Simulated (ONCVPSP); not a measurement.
**Pseudopotential generation for Hf: ONCV, PBE**

Aim: build the potential from the settings below, then test how well it stands in for the atom: other configurations, scattering, ghost states and the plane-wave cutoff that it needs.

The numbers are computed with ONCVPSP 4.0.1 (PBE, scalar-relativistic, spin-unpolarised reference atom).

## (1) The design

Typed settings, in words:

```json
{"element": "hafnium (Hf, Z = 72)", "type": "optimised norm-conserving Vanderbilt (ONCV)", "frozen core": "[Kr] 4d10 4f14 5s2", "valence charge": "10", "reference configuration": "5p6 5d2 6s2", "partial waves": "6s: rc 2.70 bohr, ncon 4, nbas 9, qcut 2.3 1/bohr, 2 projectors, debl 1.1 Ha; 5p: rc 1.85 bohr, ncon 4, nbas 7, qcut 8.9 1/bohr, 1 projector; 5d: rc 2.05 bohr, ncon 3, nbas 7, qcut 5.5 1/bohr, 2 projectors, debl 2.7 Ha; f scattering state at 0.32 Ha: rc 2.80 bohr, ncon 3, nbas 6, qcut 4.3 1/bohr, 2 projectors, debl 2.4 Ha", "local potential": "polynomial inside 1.70 bohr (lpopt 5, dvloc0 -1 Ha)", "core correction": "Teter function, fcfact 4.5, rcfact 1.05"}
```

The outer shells as boxes (Hund's rule for the drawing; the calculation is spin-unpolarised):

```
[Kr] core
4d [↑↓][↑↓][↑↓][↑↓][↑↓]
4f [↑↓][↑↓][↑↓][↑↓][↑↓][↑↓][↑↓]
5s [↑↓]
5p [↑↓][↑↓][↑↓]
5d [↑ ][↑ ][  ][  ][  ]
6s [↑↓]
```

## (2) Generation

File Hf.dat:

```
# ATOM AND REFERENCE CONFIGURATION
# atsym  z   nc   nv     iexc    psfile
  Hf 72.00   11    3        4      upf
#
#   n    l    f
    1    0    2.00
    2    0    2.00
    2    1    6.00
    3    0    2.00
    3    1    6.00
    3    2   10.00
    4    0    2.00
    4    1    6.00
    4    2   10.00
    4    3   14.00
    5    0    2.00
    5    1    6.00
    5    2    2.00
    6    0    2.00
#
# PSEUDOPOTENTIAL AND OPTIMIZATION
# lmax
    3
#
#   l,   rc,      ep,       ncon, nbas, qcut
    0    2.70    0.00    4    9    2.30
    1    1.85    0.00    4    7    8.90
    2    2.05    0.00    3    7    5.50
    3    2.80    0.32    3    6    4.30
#
# LOCAL POTENTIAL
# lloc, lpopt,  rc(5),   dvloc0
    4    5    1.70   -1.00
#
# VANDERBILT-KLEINMAN-BYLANDER PROJECTORs
# l, nproj, debl
    0    2    1.10
    1    1    2.30
    2    2    2.70
    3    2    2.40
#
# MODEL CORE CHARGE
# icmod, fcfact, rcfact
    3    4.50    1.05
#
# LOG DERIVATIVE ANALYSIS
# epsh1, epsh2, depsh
   -3.00    5.00    0.02
#
# OUTPUT GRID
# rlmax, drl
    6.00    0.01
#
# TEST CONFIGURATIONS
# ncnf
    4
# nvcnf
#   n    l    f
    3
    5    1    6.00
    5    2    2.00
    6    0    1.00
#
    3
    5    1    6.00
    5    2    2.00
    6    0    0.00
#
    3
    5    1    6.00
    5    2    1.00
    6    0    0.00
#
    4
    5    1    6.00
    5    2    2.00
    6    0    0.00
    6    1    1.00
#
```

Command:

```sh
oncvpsp.x < Hf.dat > Hf.out
```

Q: Predict the outcome of this session. Wanted: cutoffs for 1 and 0.1 mHa per electron, occupied waves; bound ghosts; GHOST(+) flags; largest test error; largest phase difference near zero energy, channels read; rms error of d²Exc/dn², without and with the model core.

As calculated:

```
                                                quantity                                           value
  cutoffs for 1 and 0.1 mHa per electron, occupied waves                                 21 Ha and 27 Ha
                                            bound ghosts                                  s at -55.99 eV
                                          GHOST(+) flags                              none at low energy
                            largest test error (AE − PS)  +47 meV, for 5p6 5d2 6s0 6p1 (1 test unsolved)
largest phase difference near zero energy, channels read                                       0.018 rad
 rms error of d²Exc/dn², without and with the model core                               5.20 and 3.33 mHa
```

A bound ghost (s) makes it unfit for use: electrons can fall into a state that the atom doesn't have. The worst unpolarised test, 5p6 5d2 6s0 6p1, is off by 47 meV on 12.7 eV; by total energies transferability rates as fair where solved. Of the tests 1 gave no usable energy difference, which is a warning in itself. By its cutoff, 21 Ha for the looser tolerance, it is of middling hardness. At the looser tolerance the 5p wave is the slowest; 5d needs 11 Ha. Near zero energy the phases of the channels with partial waves agree within 0.018 rad. Note that the frozen 4f shell (-17 eV) lies higher than the valence 5p shell (-36 eV).
